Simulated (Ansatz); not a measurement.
**NH₃Br (doublet): from Hartree-Fock to the top rungs at distance N1–H4 along a hydrogen transfer = 0.942 Å, cc-pVDZ**

Aim: climb from Hartree-Fock through coupled cluster and multireference methods for NH₃Br (doublet) at one geometry and basis, and see what each rung misses.

The runs use Ansatz 0.2.0, Gaussian basis; cc-pVDZ, core rule «outside noble gas», up to 15 orbitals frozen.

The runs, in order: UHF; CCSD(T) on ROHF; CCSD(T) on UHF; BCCD(T) on ROHF; CISD; CCSDT(Q) on ROHF; CCSDT(Q) on UHF; CASSCF and MRCISD+Q, 3 electrons in 3 orbitals; CASSCF and NEVPT2, 3 electrons in 3 orbitals; CASSCF and NEVPT2, 15 electrons in 11 orbitals.

5 further runs of the same task are left out: 5 that didn't finish.

## 1. The geometry

The geometry derives from fragments relaxed apart (PBE0/def2-TZVP) and kept rigid, so it is no stationary point. A hydrogen atom is moved between rigid fragments. No spin-orbit coupling is included. The filled d shell of Br may be among the frozen orbitals whatever the setting's name suggests; the logs give the count.

5 atoms, charge 0, spin multiplicity 2.

Atoms are counted from 1 here; the program's logs count them from 0.

Bond lengths: N1–H2 1.012 Å, N1–H3 1.012 Å, N1–H4 0.942 Å. Angles: H2–N1–H3 107.1°, H2–N1–H4 107.1°, H3–N1–H4 107.1°.

As a file:

```xyz
5

N    -2.67272   -0.00588   -0.00915
H    -2.97001    0.96195   -0.00915
H    -2.97000   -0.40818    0.87111
H    -1.73073   -0.00588   -0.00915
Br    0.56527   -0.00588   -0.00915
```

## 2. UHF

Contents of in.yaml:

```yaml
crystal:
  periodic: [false, false, false]
  atoms:
    - {symbol: N, position_ang: [-2.672725, -0.005881, -0.009153]}
    - {symbol: H, position_ang: [-2.970005, 0.961952, -0.009152]}
    - {symbol: H, position_ang: [-2.970004, -0.408181, 0.871107]}
    - {symbol: H, position_ang: [-1.730725, -0.005881, -0.009153]}
    - {symbol: Br, position_ang: [0.565275, -0.005880, -0.009153]}
basis:
  gaussian: {orbitals: cc-pVDZ}
magnetization: {spin_polarized: true, initial_magnetization: 1}
hamiltonian: {xc: hf}
output: {orbitals: {seedname: orbitals}}
```

The run is started by

```
$ ansatz run in.yaml --threads 1 --pin off --events-out ev --progress --plain --max-ram 2393MiB
```

After this run come: CCSD(T) on ROHF; CCSD(T) on UHF; BCCD(T) on ROHF; CISD; CCSDT(Q) on ROHF; CCSDT(Q) on UHF; CASSCF and MRCISD+Q, 3 electrons in 3 orbitals; CASSCF and NEVPT2, 3 electrons in 3 orbitals; CASSCF and NEVPT2, 15 electrons in 11 orbitals.

**Question.** What will the summary of the whole plan be? Wanted: UCCSDT(Q) below the RHF energy; RMP2 from UCCSDT(Q); UMP2 from UCCSDT(Q); RCCSD from UCCSDT(Q); RCCSD(T) from UCCSDT(Q); UCCSD(T) from UCCSDT(Q); RCCSDT(Q) from UCCSDT(Q); NEVPT2 pair from UCCSDT(Q); MRCISD+Q pair from UCCSDT(Q).

The runs gave:

| quantity | value |
| --- | --- |
| UCCSDT(Q) below the RHF energy | -8.7013 eV |
| RMP2 from UCCSDT(Q) | +92.5 kJ/mol |
| UMP2 from UCCSDT(Q) | +94.0 kJ/mol |
| RCCSD from UCCSDT(Q) | +15.6 kJ/mol |
| RCCSD(T) from UCCSDT(Q) | +2.9 kJ/mol |
| UCCSD(T) from UCCSDT(Q) | +2.6 kJ/mol |
| RCCSDT(Q) from UCCSDT(Q) | +0.2 kJ/mol |
| NEVPT2 pair from UCCSDT(Q) | +92.3 kJ/mol |
| MRCISD+Q pair from UCCSDT(Q) | +6.6 kJ/mol |
| NEVPT2 valence from UCCSDT(Q) | +142.5 kJ/mol |
| levels within 1 kcal/mol (43 meV) | RCCSD(T), UCCSD(T), BCCD(T), RCCSDT, UCCSDT, RCCSDT(Q) |
| T1 diagnostic | 0.048 |
| effectively unpaired electrons | 1.01 |

In words: RCCSD(T) misses by +2.9 kJ/mol, 0.3 % of the correlation energy. The occupations are near whole numbers, but T1 = 0.048 shows that the orbitals relax strongly. Of the multireference levels listed MRCISD+Q pair comes nearest in total energy (+6.6 kJ/mol), which doesn't show that its space is the better one. These misses are within one basis, not against nature; the frozen cores of restricted and unrestricted runs differ, which can shift their rows.
